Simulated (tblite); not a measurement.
# C3H12FPSi3: the cost of one run

The runs use tblite 0.8.0 and PySCF 2.14.0, with density-fitted response routines of our own; the level of theory stands in each step. All values are computed, except where a source is named. Atoms are numbered from 0 throughout.

### Step 1. Starting geometry

20 atoms, charge 0, multiplicity 1; geometry from: force field or distance geometry start.

Bonds of the start (Å): F0–C1 1.38, C1–C2 1.50, C2–C3 1.53, C3–Si4 1.86, Si4–Si5 2.24, Si5–Si6 2.25, Si6–P7 2.18, Si6–C1 1.86, C1–H8 1.12, C2–H9 1.12, C2–H10 1.12, C3–H11 1.09, C3–H12 1.12, Si4–H13 1.45, Si4–H14 1.48, Si5–H15 1.46, Si5–H16 1.47, Si6–H17 1.47, P7–H18 1.44, P7–H19 1.44.

### Step 2. Geometry optimisation with GFN2-xTB

The job: settings as JSON, then the geometry in Å.

```
{"job": {"kind": "relax", "xc": "GFN2-xTB", "basis": "xTB"}, "charge": 0, "multiplicity": 1}
F     -0.025200    -1.498800    -2.005500
C      0.299300    -1.372700    -0.673300
C     -0.977800    -1.271000     0.106300
C     -2.010500    -0.353300    -0.545700
Si    -1.858200     1.409600     0.038400
Si     0.308800     1.826900     0.403700
Si     1.429300     0.094600    -0.489500
P      3.250100    -0.282400     0.649300
H      0.824800    -2.287000    -0.298300
H     -0.826000    -1.041600     1.188300
H     -1.442300    -2.293400     0.092200
H     -1.946000    -0.427000    -1.636300
H     -3.019300    -0.702300    -0.212700
H     -2.667000     1.706400     1.202400
H     -2.301800     2.275600    -1.083100
H      0.672900     3.058700    -0.294100
H      0.608000     1.987900     1.832600
H      1.810800     0.515100    -1.845300
H      3.429700    -1.649500     1.062500
H      4.435600     0.314900     0.095700
```

Launch:

```console
OMP_NUM_THREADS=1 python probes_run.py task.json out
```

One launch serves the whole session: the jobs run in the order shown.

Q: Estimate the wall time and peak memory of this first job on 1 thread of Arm Neoverse N1, shared host.

About 4.2 s, with a peak of 0.18 GiB.
